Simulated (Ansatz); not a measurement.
# IrP (zincblende): how the settings move a single-point run

Question: which choices in the input matter for IrP (zincblende)?

Computed with Ansatz 0.2.0 (reference: DFT PBE, scalar-relativistic, plane waves, PAW, unless a step's input says otherwise).

2 further runs of the same task are left out: 2 that didn't finish. Runs told in other sessions of the task aren't counted.

**1. The system as given**

Symmetry: F-43m, No. 216, cubic system. Conventional cell: a = 5.252 Å, b = 5.252 Å, c = 5.252 Å, α = 90.00°, β = 90.00°, γ = 90.00°. Ir (site symmetry -43m) has 4 P at 2.27 Å in its first shell of neighbours. P (site symmetry -43m) is surrounded by 4 Ir at 2.27 Å.

Coordinates:

```
CELL_PARAMETERS angstrom
0.00000 2.62584 2.62584
2.62584 0.00000 2.62584
2.62584 2.62584 0.00000
ATOMIC_POSITIONS crystal
Ir 0.00000 0.00000 0.00000
P 0.25000 0.25000 0.25000
```

**2. Reference**

File input.yaml:

```yaml
crystal:
  lattice:
    - [0.0, 2.625842033, 2.625842033]
    - [2.625842033, 0.0, 2.625842033]
    - [2.625842033, 2.625842033, 0.0]
  atoms:
    - { symbol: Ir, position: [0.0, 0.0, 0.0] }
    - { symbol: P, position: [0.25, 0.25, 0.25] }
basis:
  ecutwfc: 420
  ecutrho_ratio: 4
kpoints:
  mp_grid: { grid: [12, 12, 12] }
hamiltonian:
  xc: pbe
scf:
  occupations: { method: gaussian, width: 0.05 }
output:
  forces: true
  stress: true
  eigenvalues: true
```

On the command line:

```
> ansatz run input.yaml --threads 2 --pin off --max-ram 2662MiB --backend cpu --events-out ev --progress --plain --runs-dir out
```

**3. Changing settings: ecutwfc 44.1 Ry, dr2_threshold 1.0e-05**

input.yaml, as its differences from that of step 2:

```diff
@@ -9,3 +9,3 @@
 basis:
-  ecutwfc: 420
+  ecutwfc: "44.1 Ry"
   ecutrho_ratio: 4
@@ -17,2 +17,3 @@
   occupations: { method: gaussian, width: 0.05 }
+  convergence: { dr2_threshold: 1.0e-05 }
 output:
@@ -20,2 +21 @@
   stress: true
-  eigenvalues: true
```

**4. Variant: mp_grid.grid [10, 10, 10], hubbard.sites [{species: Ir, l: d, u_eff: 1.0}], hubbard.double_counting fll, preconditioner none**

input.yaml, as its differences from that of step 2:

```diff
@@ -12,7 +12,9 @@
 kpoints:
-  mp_grid: { grid: [12, 12, 12] }
+  mp_grid: { grid: [10, 10, 10] }
 hamiltonian:
   xc: pbe
+  hubbard: { sites: [{ species: Ir, l: d, u_eff: 1.0 }], double_counting: fll }
 scf:
   occupations: { method: gaussian, width: 0.05 }
+  mixing: { preconditioner: none }
 output:
@@ -20,2 +22,5 @@
   stress: true
-  eigenvalues: true
+  write_density: true
+  write_potential: true
+  elf: true
+  volumetric_format: npy
```

**5. Changing settings: xc r2scan, accuracy medium**

input.yaml, as its differences from that of step 2:

```diff
@@ -14,3 +14,3 @@
 hamiltonian:
-  xc: pbe
+  xc: r2scan
 scf:
@@ -20,2 +20,2 @@
   stress: true
-  eigenvalues: true
+accuracy: medium
```

**6. Changing settings: symmetry.detect false, pseudopotentials.kind nc, pseudopotentials.accuracy standard, occupations.method methfessel_paxton, occupations.width 0.1**

input.yaml, as its differences from that of step 2:

```diff
@@ -8,2 +8,3 @@
     - { symbol: P, position: [0.25, 0.25, 0.25] }
+  symmetry: { detect: false }
 basis:
@@ -15,4 +16,5 @@
   xc: pbe
+  pseudopotentials: { kind: nc, accuracy: standard }
 scf:
-  occupations: { method: gaussian, width: 0.05 }
+  occupations: { method: methfessel_paxton, width: 0.1 }
 output:
@@ -20,2 +22 @@
   stress: true
-  eigenvalues: true
```

**7. Changed: mp_grid.grid [8, 8, 8], dr2_threshold 1.0e-05**

input.yaml, as its differences from that of step 2:

```diff
@@ -12,3 +12,3 @@
 kpoints:
-  mp_grid: { grid: [12, 12, 12] }
+  mp_grid: { grid: [8, 8, 8] }
 hamiltonian:
@@ -17,2 +17,3 @@
   occupations: { method: gaussian, width: 0.05 }
+  convergence: { dr2_threshold: 1.0e-05 }
 output:
@@ -20,2 +21 @@
   stress: true
-  eigenvalues: true
```

What does the calculation give? Wanted: for each run, ending; energy change; pressure; gap; force.

**Answer**, as computed:

| run | ending | energy change | pressure (GPa) | gap (eV) | force (eV/Å) | cycles | time |
| --- | --- | --- | --- | --- | --- | --- | --- |
| reference | converged | 0 | -0.1 | 0.00 | 0.00 | 6 | 1.6 s |
| 1: ecutwfc 44.1 Ry, dr2_threshold 1.0e-05 | converged | -1.8 meV/atom | -0.1 | 0.00 | 0.00 | 6 | 2.3 s |
| 2: mp_grid.grid [10, 10, 10], hubbard.sites [{species: Ir, l: d, u_eff: 1.0}], hubbard.double_counting fll, preconditioner none | converged | +386.6 meV/atom (Hubbard term changed: no physical gain or loss) | -0.2 | 0.00 | 0.00 | 7 | 2.1 s |
| 3: xc r2scan, accuracy medium | converged | not comparable | -3.6 | 0.00 | 0.00 | 6 | 2.8 s |
| 4: symmetry.detect false, pseudopotentials.kind nc, pseudopotentials.accuracy standard, occupations.method methfessel_paxton, occupations.width 0.1 | converged | not comparable | 0.6 | 0.00 | 0.00 | 8 | 17 s |
| 5: mp_grid.grid [8, 8, 8], dr2_threshold 1.0e-05 | converged | +7.3 meV/atom | 0.5 | 0.00 | 0.00 | 6 | 0.72 s |

Times don't compare one to one where runs were asked for different outputs or read a saved state (see the inputs); cycles may leave out searches for a lower state.

Residual by cycle in the longest SCF loop of each run; runs are numbered as in the table. The quantity is the density residual dr2, in eV.

| cycle | reference | run 1 | run 2 | run 3 | run 4 | run 5 |
| --- | --- | --- | --- | --- | --- | --- |
| 1 | 7.6e-4 | 7.9e-4 | 0.562 | 0.0604 | 0.575 | 0.00184 |
| 2 | 1.8e-4 | 1.8e-4 | 0.16 | 0.00261 | 0.225 | 2.5e-4 |
| 3 | 1.1e-4 | 1.1e-4 | 0.148 | 4.4e-4 | 0.00982 | 1.6e-5 |
| 4 | 3.0e-6 | 2.6e-6 | 4.1e-4 | 1.3e-5 | 0.00198 | 5.3e-7 |
| 5 | 4.9e-7 | 3.8e-7 | 1.4e-5 | 2.4e-7 | 1.5e-4 | 3.6e-9 |
| 6 | 4.4e-9 | 4.3e-9 | 1.8e-7 | 5.1e-8 | 3.1e-6 | 1.3e-10 |
| 7 | - | - | 2.8e-9 | - | 2.6e-7 | - |
| 8 | - | - | - | - | 1.5e-8 | - |

Of the converged runs whose energies compare with the reference's, «mp_grid.grid [8, 8, 8], dr2_threshold 1.0e-05» moves the energy most (+7.3 meV/atom). Runs 3 and 4 ran under the cutoff that the potentials recommend, as the log warns, so basis error is mixed into their values, and swamps them where the cutoff is far short. A changed U is a change of model: its shifts are not errors of convergence. The reference leaves spin out although Ir can carry a moment, so its state need not be the lowest.
